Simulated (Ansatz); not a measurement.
**The pair FH···H₃Sb: a pair, distance and turn**

How does the energy of the pair FH···H₃Sb change over two coordinates at once? A grid of runs gives the map.

Computed with Ansatz 0.2.0. Level: RKS B3LYP-D4/def2-TZVPD.

**1. Starting geometry**

6 atoms, charge 0, spin multiplicity 1.

Atoms are counted from 1 here; the program's logs count them from 0.

Bond lengths: F1–H2 0.943 Å, Sb3–H4 1.745 Å, Sb3–H5 1.731 Å, Sb3–H6 1.731 Å. Angles: H4–Sb3–H5 90.2°, H4–Sb3–H6 90.2°, H5–Sb3–H6 90.3°.

Geometry (Å):

| atom | x (Å) | y (Å) | z (Å) |
| --- | --- | --- | --- |
| F1 | -0.2201 | 0.0287 | -2.2293 |
| H2 | -0.2320 | 0.2924 | -1.3241 |
| Sb3 | 0.1157 | 0.1695 | 1.5940 |
| H4 | -0.3711 | 1.0954 | 0.1979 |
| H5 | -0.8002 | -1.1838 | 1.0229 |
| H6 | 1.5079 | -0.4021 | 0.7388 |

This geometry comes from a loose relaxation at PBE in a small basis, which is not shown.

**2. Relaxing the molecule**

Input file input.yaml:

```yaml
crystal:
  periodic: [false, false, false]
  atoms:
    - { symbol: F, position_ang: [-0.220122, 0.028655, -2.229348] }
    - { symbol: H, position_ang: [-0.23198, 0.292439, -1.324113] }
    - { symbol: Sb, position_ang: [0.115662, 0.169454, 1.594011] }
    - { symbol: H, position_ang: [-0.371115, 1.095418, 0.197918] }
    - { symbol: H, position_ang: [-0.800247, -1.18384, 1.022865] }
    - { symbol: H, position_ang: [1.507901, -0.402124, 0.738768] }
basis:
  gaussian: { orbitals: def2-TZVPD }
hamiltonian:
  xc: { name: B3LYP }
  dispersion: d4
output:
  forces: true
relax:
  f_tol: 0.003
  max_steps: 120
```

Launch:

```bash
$ ansatz run input.yaml --threads 1 --pin off --max-ram 2560MiB --backend cpu --events-out ev --progress --plain --runs-dir out
```

What it wrote (excerpt; [...] marks lines left out):

```text
Warning: RAYON_NUM_THREADS=1 ignored (pool sized by the plan → 1); use --threads N
[...]
Functional definition: B3LYP
[...]
884 factors; their error is unknown
[...]
mean field -9323.00327119 eV, -342.6140508575 hartree, gradient 5.5e-5 eV, S^2 0.000000; 0 other end points of the search recorded, 0 dependent functions left out
[...]
reference -9323.00353003 eV, -342.6140603699 hartree; 18, 18 occupied and 114, 114 virtual orbitals, 884 factors
relax step   1: F+E_penalty+E_count = -9323.10937443 eV  Δ(F+E_penalty+E_count) = +0.000e0 eV  max|allowed force component| = 4.930e-1 eV/Å  Δτ_max = 0.0000 Å  (28 SCF iters, accepted)
[...]
relax step   4: F+E_penalty+E_count = -9323.11533267 eV  Δ(F+E_penalty+E_count) = +3.071e-3 eV  max|allowed force component| = 8.653e-1 eV/Å  Δτ_max = 0.0492 Å  (30 SCF iters, rejected (line search))
[...]
relax step   7: F+E_penalty+E_count = -9323.12398368 eV  Δ(F+E_penalty+E_count) = -8.150e-5 eV  max|allowed force component| = 5.357e-3 eV/Å  Δτ_max = 0.0122 Å  (32 SCF iters, accepted)
[...]
relax step  10: F+E_penalty+E_count = -9323.12401207 eV  Δ(F+E_penalty+E_count) = -8.873e-6 eV  max|allowed force component| = 5.056e-3 eV/Å  Δτ_max = 0.0050 Å  (31 SCF iters, accepted)
[...]
relax step  13: F+E_penalty+E_count = -9323.12401879 eV  Δ(F+E_penalty+E_count) = -1.076e-6 eV  max|allowed force component| = 3.251e-3 eV/Å  Δτ_max = 0.0029 Å  (32 SCF iters, accepted)
[...]
relax step  14: F+E_penalty+E_count = -9323.12401996 eV  Δ(F+E_penalty+E_count) = -1.171e-6 eV  max|allowed force component| = 2.095e-3 eV/Å  Δτ_max = 0.0060 Å  (32 SCF iters, accepted)
[...]
relax step  15: F+E_penalty+E_count = -9323.12401995 eV  Δ(F+E_penalty+E_count) = +4.911e-9 eV  max|allowed force component| = 1.010e-3 eV/Å  Δτ_max = 0.0033 Å  (32 SCF iters, accepted)
884 factors; their error is unknown
[...]
mean field -9323.02233566 eV, -342.6147514640 hartree, gradient 1.7e-5 eV, S^2 0.000000; 1 other end points of the search recorded, 0 dependent functions left out
[...]
reference -9323.02259811 eV, -342.6147611088 hartree; 18, 18 occupied and 114, 114 virtual orbitals, 884 factors
Total energy: -9323.12428240 eV, -342.6184979377 hartree
Atom 0 at    -0.272364     0.085199    -2.345032 Å, force     0.000055     0.000075    -0.000412 eV/Å
Atom 1 at    -0.252088     0.304710    -1.439214 Å, force    -0.000083    -0.000060     0.000601 eV/Å
Atom 2 at     0.108339     0.172948     1.621426 Å, force    -0.000660     0.000927     0.000282 eV/Å
Atom 3 at    -0.332376     1.042734     0.199848 Å, force     0.000316    -0.000262     0.000133 eV/Å
Atom 4 at    -0.780347    -1.194873     1.099478 Å, force     0.001010    -0.000047    -0.000226 eV/Å
Atom 5 at     1.528935    -0.410716     0.863595 Å, force    -0.000638    -0.000634    -0.000379 eV/Å
Dipole moment:     0.038531     0.083586     0.644646 e Å
```

It took 37 s on 1 thread of Intel Xeon 6975P-C (Granite Rapids), shared host; peak memory 0.23 GiB.

Step by step: (the energy doesn't fall at every step)

| step | energy from step 1 (eV) | largest force component (eV/Å) |
| --- | --- | --- |
| 1 | 0.0000 | 0.4930 |
| 2 | -0.0038 | 0.3740 |
| 3 | -0.0090 | 0.6540 |
| 4 | -0.0060 | 0.8653 |
| 5 | -0.0138 | 0.0304 |
| 6 | -0.0145 | 0.0088 |
| 7 | -0.0146 | 0.0054 |
| 8 | -0.0146 | 0.0051 |
| 9 | -0.0146 | 0.0121 |
| 10 | -0.0146 | 0.0051 |
| 11 | -0.0146 | 0.0052 |
| 12 | -0.0146 | 0.0036 |
| 13 | -0.0146 | 0.0033 |
| 14 | -0.0146 | 0.0021 |
| 15 | -0.0146 | 0.0010 |

Distances of close pairs at the start and the end, largest changes first:

| bond | before (Å) | after (Å) | change (Å) |
| --- | --- | --- | --- |
| Sb3–H4 | 1.745 | 1.724 | -0.021 |
| Sb3–H6 | 1.731 | 1.713 | -0.018 |
| Sb3–H5 | 1.731 | 1.713 | -0.018 |
| F1–H2 | 0.943 | 0.932 | -0.011 |

**3. The part SbH₃ alone, at the geometry typed**

Input file input.yaml:

```yaml
crystal:
  periodic: [false, false, false]
  atoms:
    - { symbol: Sb, position_ang: [0.108339, 0.172948, 1.621426] }
    - { symbol: H, position_ang: [-0.332376, 1.042734, 0.199848] }
    - { symbol: H, position_ang: [-0.780347, -1.194873, 1.099478] }
    - { symbol: H, position_ang: [1.528935, -0.410716, 0.863595] }
basis:
  gaussian: { orbitals: def2-TZVPD }
hamiltonian:
  xc: { name: B3LYP }
  dispersion: d4
output:
  forces: true
```

Launch:

```bash
$ ansatz run input.yaml --threads 1 --pin off --max-ram 2560MiB --backend cpu --events-out ev --progress --plain --runs-dir out
```

What it wrote (excerpt; [...] marks lines left out):

```text
Warning: RAYON_NUM_THREADS=1 ignored (pool sized by the plan → 1); use --threads N
[...]
[... 1 set-up line as earlier in the session ...]
[...]
636 factors; their error is unknown
[...]
mean field -6588.37418661 eV, -242.1182855975 hartree, gradient 5.5e-5 eV, S^2 0.000000; 0 other end points of the search recorded, 0 dependent functions left out
[...]
reference -6588.37439995 eV, -242.1182934375 hartree; 13, 13 occupied and 70, 70 virtual orbitals, 636 factors
Total energy: -6588.44323598 eV, -242.1208231152 hartree
Atom 0 at     0.108339     0.172948     1.621426 Å, force    -0.041802     0.084928    -0.122965 eV/Å
Atom 1 at    -0.332376     1.042734     0.199848 Å, force     0.030970    -0.055113     0.117870 eV/Å
Atom 2 at    -0.780347    -1.194873     1.099478 Å, force    -0.008361    -0.019589     0.004114 eV/Å
Atom 3 at     1.528935    -0.410716     0.863595 Å, force     0.019193    -0.010225     0.000982 eV/Å
Dipole moment:    -0.001691     0.032757     0.092109 e Å
```

Run time: 1.1 s. Hardware: 1 thread of Intel Xeon 6975P-C (Granite Rapids), shared host; peak memory 0.13 GiB.

**4. Reference: HF by itself, as typed**

Input file input.yaml:

```yaml
crystal:
  periodic: [false, false, false]
  atoms:
    - { symbol: F, position_ang: [-0.272364, 0.085199, -2.345032] }
    - { symbol: H, position_ang: [-0.252088, 0.30471, -1.439214] }
basis:
  gaussian: { orbitals: def2-TZVPD }
hamiltonian:
  xc: { name: B3LYP }
  dispersion: d4
output:
  forces: true
```

Launch:

```bash
$ ansatz run input.yaml --threads 1 --pin off --max-ram 2560MiB --backend cpu --events-out ev --progress --plain --runs-dir out
```

What it wrote (excerpt; [...] marks lines left out):

```text
Warning: RAYON_NUM_THREADS=1 ignored (pool sized by the plan → 1); use --threads N
[...]
[... 1 set-up line as earlier in the session ...]
[...]
248 factors; their error is unknown
[...]
mean field -2734.57159312 eV, -100.4936524879 hartree, gradient 6.1e-5 eV, S^2 0.000000; 0 other end points of the search recorded, 0 dependent functions left out
[...]
reference -2734.57176908 eV, -100.4936589544 hartree; 5, 5 occupied and 44, 44 virtual orbitals, 248 factors
Total energy: -2734.57476668 eV, -100.4937691142 hartree
Atom 0 at    -0.272364     0.085199    -2.345032 Å, force     0.008405     0.090992     0.375480 eV/Å
Atom 1 at    -0.252088     0.304710    -1.439214 Å, force    -0.008405    -0.090992    -0.375480 eV/Å
Dipole moment:     0.008246     0.089272     0.368384 e Å
```

Wall time 0.21 s (1 thread of Intel Xeon 6975P-C (Granite Rapids), shared host); peak memory 0.083 GiB.

**5. Setting up the map**

The axes are (1) distance Sb3···H2: 15 values from 2.591 to 4.591 Å; (2) turn of F1, H2 about its own atom H2: 15 values from −180 to 156 °, periodic.

Nothing else is relaxed (both partners rigid). Energies count from the two partners far apart, frozen as in the relaxed pair, each in its own basis (no counterpoise correction). Points are written as (first, second).

Below, 3 of the grid's runs; all are launched alike.

**6. The run at (2.641 Å, −156°)**

Input file input.yaml:

```yaml
crystal:
  periodic: [false, false, false]
  atoms:
    - { symbol: F, position_ang: [-0.360711, -0.121893, -0.17615] }
    - { symbol: H, position_ang: [-0.200254, 0.285761, -0.999056] }
    - { symbol: Sb, position_ang: [0.108339, 0.172948, 1.621426] }
    - { symbol: H, position_ang: [-0.332376, 1.042734, 0.199848] }
    - { symbol: H, position_ang: [-0.780347, -1.194873, 1.099478] }
    - { symbol: H, position_ang: [1.528935, -0.410716, 0.863595] }
basis:
  gaussian: { orbitals: def2-TZVPD }
hamiltonian:
  xc: { name: B3LYP }
  dispersion: d4
output:
  forces: true
```

Launch:

```bash
$ ansatz run input.yaml --threads 1 --pin off --max-ram 2560MiB --backend cpu --events-out ev --progress --plain --runs-dir out
```

What it wrote (excerpt; [...] marks lines left out):

```text
Warning: RAYON_NUM_THREADS=1 ignored (pool sized by the plan → 1); use --threads N
[...]
[... 1 set-up line as earlier in the session ...]
[...]
884 factors; their error is unknown
[...]
mean field -9315.89502457 eV, -342.3528276127 hartree, gradient 2.6e-5 eV, S^2 0.000000; 0 other end points of the search recorded, 0 dependent functions left out
[...]
reference -9315.89525405 eV, -342.3528360456 hartree; 18, 18 occupied and 114, 114 virtual orbitals, 884 factors
Total energy: -9316.02868880 eV, -342.3577396822 hartree
Atom 0 at    -0.360711    -0.121893    -0.176150 Å, force    -3.295727    -8.489623   -11.833949 eV/Å
Atom 1 at    -0.200254     0.285761    -0.999056 Å, force     0.635585     0.784510    -2.161971 eV/Å
Atom 2 at     0.108339     0.172948     1.621426 Å, force     2.596709     1.372663     9.425170 eV/Å
Atom 3 at    -0.332376     1.042734     0.199848 Å, force     0.074194     7.640414     2.586871 eV/Å
Atom 4 at    -0.780347    -1.194873     1.099478 Å, force    -0.544505    -1.310615     1.672847 eV/Å
Atom 5 at     1.528935    -0.410716     0.863595 Å, force     0.533745     0.002651     0.311032 eV/Å
Dipole moment:    -0.061019     0.000145    -0.442443 e Å
```

Run time: 2.6 s. Hardware: 1 thread of Intel Xeon 6975P-C (Granite Rapids), shared host; peak memory 0.22 GiB.

On the map this point reads 674 kJ/mol.

**7. Grid point (3.064 Å, 12°)**

Edit input.yaml of step 6 so:

```diff
@@ -3,4 +3,4 @@
   atoms:
-    - { symbol: F, position_ang: [-0.360711, -0.121893, -0.17615] }
-    - { symbol: H, position_ang: [-0.200254, 0.285761, -0.999056] }
+    - { symbol: F, position_ang: [-0.092935, 0.142793, -2.323535] }
+    - { symbol: H, position_ang: [-0.24968, 0.30383, -1.41877] }
     - { symbol: Sb, position_ang: [0.108339, 0.172948, 1.621426] }
```

Launch:

```bash
$ ansatz run input.yaml --threads 1 --pin off --max-ram 2560MiB --backend cpu --events-out ev --progress --plain --runs-dir out
```

What it wrote (excerpt; [...] marks lines left out):

```text
Warning: RAYON_NUM_THREADS=1 ignored (pool sized by the plan → 1); use --threads N
[...]
[... 1 set-up line as earlier in the session ...]
[...]
884 factors; their error is unknown
[...]
mean field -9323.01807568 eV, -342.6145949125 hartree, gradient 5.6e-5 eV, S^2 0.000000; 0 other end points of the search recorded, 0 dependent functions left out
[...]
reference -9323.01833769 eV, -342.6146045414 hartree; 18, 18 occupied and 114, 114 virtual orbitals, 884 factors
Total energy: -9323.12089466 eV, -342.6183734403 hartree
Atom 0 at    -0.092935     0.142793    -2.323535 Å, force    -0.029697    -0.015607    -0.022402 eV/Å
Atom 1 at    -0.249680     0.303830    -1.418770 Å, force     0.046332     0.017416     0.003466 eV/Å
Atom 2 at     0.108339     0.172948     1.621426 Å, force     0.007604     0.003361     0.005159 eV/Å
Atom 3 at    -0.332376     1.042734     0.199848 Å, force    -0.013930    -0.001800     0.012591 eV/Å
Atom 4 at    -0.780347    -1.194873     1.099478 Å, force    -0.003094    -0.004493    -0.001636 eV/Å
Atom 5 at     1.528935    -0.410716     0.863595 Å, force    -0.007214     0.001122     0.002822 eV/Å
Dipole moment:    -0.023798     0.062841     0.642594 e Å
```

Wall time 2.6 s (1 thread of Intel Xeon 6975P-C (Granite Rapids), shared host); peak memory 0.21 GiB.

On the map this point reads −10 kJ/mol.

**8. Point (3.505 Å, 12°)**

Edit input.yaml of step 7 so:

```diff
@@ -3,4 +3,4 @@
   atoms:
-    - { symbol: F, position_ang: [-0.092935, 0.142793, -2.323535] }
-    - { symbol: H, position_ang: [-0.24968, 0.30383, -1.41877] }
+    - { symbol: F, position_ang: [-0.144465, 0.161631, -2.761109] }
+    - { symbol: H, position_ang: [-0.30121, 0.322668, -1.856343] }
     - { symbol: Sb, position_ang: [0.108339, 0.172948, 1.621426] }
```

Launch:

```bash
$ ansatz run input.yaml --threads 1 --pin off --max-ram 2560MiB --backend cpu --events-out ev --progress --plain --runs-dir out
```

What it wrote (excerpt; [...] marks lines left out):

```text
Warning: RAYON_NUM_THREADS=1 ignored (pool sized by the plan → 1); use --threads N
[...]
[... 1 set-up line as earlier in the session ...]
[...]
884 factors; their error is unknown
[...]
mean field -9323.00794532 eV, -342.6142226289 hartree, gradient 6.1e-5 eV, S^2 0.000000; 0 other end points of the search recorded, 0 dependent functions left out
[...]
reference -9323.00821590 eV, -342.6142325725 hartree; 18, 18 occupied and 114, 114 virtual orbitals, 884 factors
Total energy: -9323.09909354 eV, -342.6175722642 hartree
Atom 0 at    -0.144465     0.161631    -2.761109 Å, force    -0.056473     0.044354     0.229294 eV/Å
Atom 1 at    -0.301210     0.322668    -1.856343 Å, force     0.068491    -0.035000    -0.150650 eV/Å
Atom 2 at     0.108339     0.172948     1.621426 Å, force    -0.009253     0.030148    -0.064730 eV/Å
Atom 3 at    -0.332376     1.042734     0.199848 Å, force     0.001222    -0.024848    -0.009776 eV/Å
Atom 4 at    -0.780347    -1.194873     1.099478 Å, force    -0.006868    -0.011438    -0.002945 eV/Å
Atom 5 at     1.528935    -0.410716     0.863595 Å, force     0.002880    -0.003215    -0.001194 eV/Å
Dipole moment:    -0.033265     0.069551     0.596896 e Å
```

It took 2.3 s on 1 thread of Intel Xeon 6975P-C (Granite Rapids), shared host; peak memory 0.21 GiB.

On the map this point reads −8 kJ/mol.

**9. Energy over the grid**

225 points were computed. Energies in kJ/mol, from the two partners far apart, frozen as in the relaxed pair, each in its own basis (no counterpoise correction):

| turn of F1, H2 about its own atom H2 (°) ↓, distance Sb3···H2 (Å) → | 2.591 | 2.641 | 2.722 | 2.822 | 2.937 | 3.064 | 3.202 | 3.349 | 3.505 | 3.669 | 3.840 | 4.018 | 4.203 | 4.394 | 4.591 |
| --- | --- | --- | --- | --- | --- | --- | --- | --- | --- | --- | --- | --- | --- | --- | --- |
| 156 | 742 | 672 | 572 | 466 | 365 | 273 | 196 | 134 | 87 | 54 | 32 | 18 | 9 | 5 | 2 |
| 132 | 402 | 363 | 305 | 244 | 186 | 135 | 94 | 62 | 39 | 23 | 13 | 7 | 4 | 2 | 1 |
| 108 | 181 | 160 | 130 | 100 | 72 | 50 | 32 | 20 | 11 | 6 | 3 | 1 | 0 | 0 | 0 |
| 84 | 73 | 63 | 48 | 35 | 23 | 14 | 7 | 3 | 0 | −1 | −2 | −2 | −1 | −1 | −1 |
| 60 | 28 | 23 | 15 | 8 | 3 | −1 | −3 | −4 | −4 | −4 | −4 | −3 | −2 | −2 | −1 |
| 36 | 10 | 6 | 1 | −3 | −6 | −7 | −8 | −7 | −7 | −6 | −5 | −4 | −3 | −2 | −2 |
| 12 | 2 | −1 | −4 | −7 | −9 | −10 | −10 | −9 | −8 | −7 | −5 | −4 | −3 | −3 | −2 |
| −12 | 2 | −1 | −4 | −7 | −9 | −10 | −10 | −9 | −8 | −7 | −5 | −4 | −3 | −3 | −2 |
| −36 | 10 | 6 | 1 | −3 | −6 | −7 | −8 | −7 | −7 | −6 | −5 | −4 | −3 | −2 | −2 |
| −60 | 29 | 23 | 15 | 8 | 3 | −1 | −3 | −4 | −4 | −4 | −4 | −3 | −2 | −2 | −1 |
| −84 | 73 | 63 | 49 | 35 | 23 | 14 | 7 | 3 | 0 | −1 | −2 | −2 | −1 | −1 | −1 |
| −108 | 182 | 161 | 131 | 100 | 73 | 50 | 33 | 20 | 11 | 6 | 3 | 1 | 0 | 0 | 0 |
| −132 | 404 | 365 | 306 | 245 | 187 | 136 | 94 | 63 | 39 | 24 | 13 | 7 | 4 | 2 | 1 |
| −156 | 745 | 674 | 574 | 468 | 366 | 274 | 196 | 135 | 88 | 55 | 32 | 18 | 10 | 5 | 2 |
| −180 | 971 | 875 | 742 | 604 | 474 | 358 | 258 | 178 | 117 | 73 | 44 | 25 | 13 | 7 | 3 |

The largest force on an atom (eV/Å) at each point:

```tsv
turn of F1, H2 about its own atom H2 (°) ↓, distance Sb3···H2 (Å) →	2.591	2.641	2.722	2.822	2.937	3.064	3.202	3.349	3.505	3.669	3.840	4.018	4.203	4.394	4.591
156	16.5	14.9	12.8	10.8	8.8	7.0	5.3	3.9	2.7	1.9	1.3	0.9	0.6	0.5	0.4
132	9.2	8.5	7.4	6.2	5.0	3.8	2.8	2.0	1.4	1.0	0.7	0.5	0.4	0.4	0.4
108	4.7	4.3	3.6	2.9	2.2	1.6	1.2	0.8	0.6	0.5	0.4	0.4	0.4	0.4	0.4
84	2.3	2.0	1.6	1.2	0.9	0.6	0.4	0.3	0.4	0.4	0.4	0.4	0.4	0.4	0.4
60	1.3	1.1	0.9	0.6	0.4	0.3	0.3	0.3	0.3	0.3	0.3	0.3	0.4	0.4	0.4
36	1.0	0.8	0.6	0.4	0.2	0.1	0.2	0.2	0.2	0.3	0.3	0.3	0.4	0.4	0.4
12	0.8	0.7	0.5	0.3	0.2	0.0	0.1	0.2	0.2	0.3	0.3	0.3	0.4	0.4	0.4
−12	0.8	0.7	0.5	0.3	0.2	0.0	0.1	0.2	0.2	0.3	0.3	0.3	0.4	0.4	0.4
−36	1.0	0.8	0.6	0.4	0.2	0.1	0.2	0.2	0.2	0.3	0.3	0.3	0.4	0.4	0.4
−60	1.3	1.1	0.9	0.6	0.4	0.3	0.3	0.3	0.3	0.3	0.3	0.3	0.4	0.4	0.4
−84	2.3	2.0	1.6	1.2	0.9	0.6	0.4	0.3	0.4	0.4	0.4	0.4	0.4	0.4	0.4
−108	4.8	4.3	3.6	2.9	2.2	1.6	1.2	0.8	0.6	0.5	0.4	0.4	0.4	0.4	0.4
−132	9.2	8.5	7.4	6.2	5.0	3.9	2.9	2.0	1.4	1.0	0.7	0.5	0.4	0.4	0.4
−156	16.5	14.9	12.8	10.8	8.8	7.0	5.3	3.9	2.7	1.9	1.3	0.9	0.6	0.5	0.4
−180	21.4	19.0	15.9	13.1	10.6	8.5	6.5	4.8	3.4	2.3	1.6	1.1	0.7	0.6	0.5
```

**10. Results**

| quantity | value |
| --- | --- |
| lowest point | (3.064 Å, 12°), −10 kJ/mol |
| highest computed point | (2.591 Å, −180°), 981 kJ/mol above the lowest |
| largest force on an atom (eV/Å) | 0.0 at (3.064 Å, 12°) to 21.4 at (2.591 Å, −180°); 0.0 at the lowest point |
| time for the whole task | 11 min on 1 thread, shared host |

**Reading.** The lowest computed point is at (3.064 Å, 12°), −10 kJ/mol from the two partners far apart, frozen as in the relaxed pair, each in its own basis (no counterpoise correction). The grid is coarse, so the lowest point of the scanned range may lie between grid points; coordinates that were held can hide deeper minima. No other kind of well shows on this grid. The highest computed point, (2.591 Å, −180°), lies 981 kJ/mol above the lowest. Round the minimum the two coordinates are nearly uncoupled. No counterpoise correction was made, so wells between separate parts tend to come out somewhat too deep.
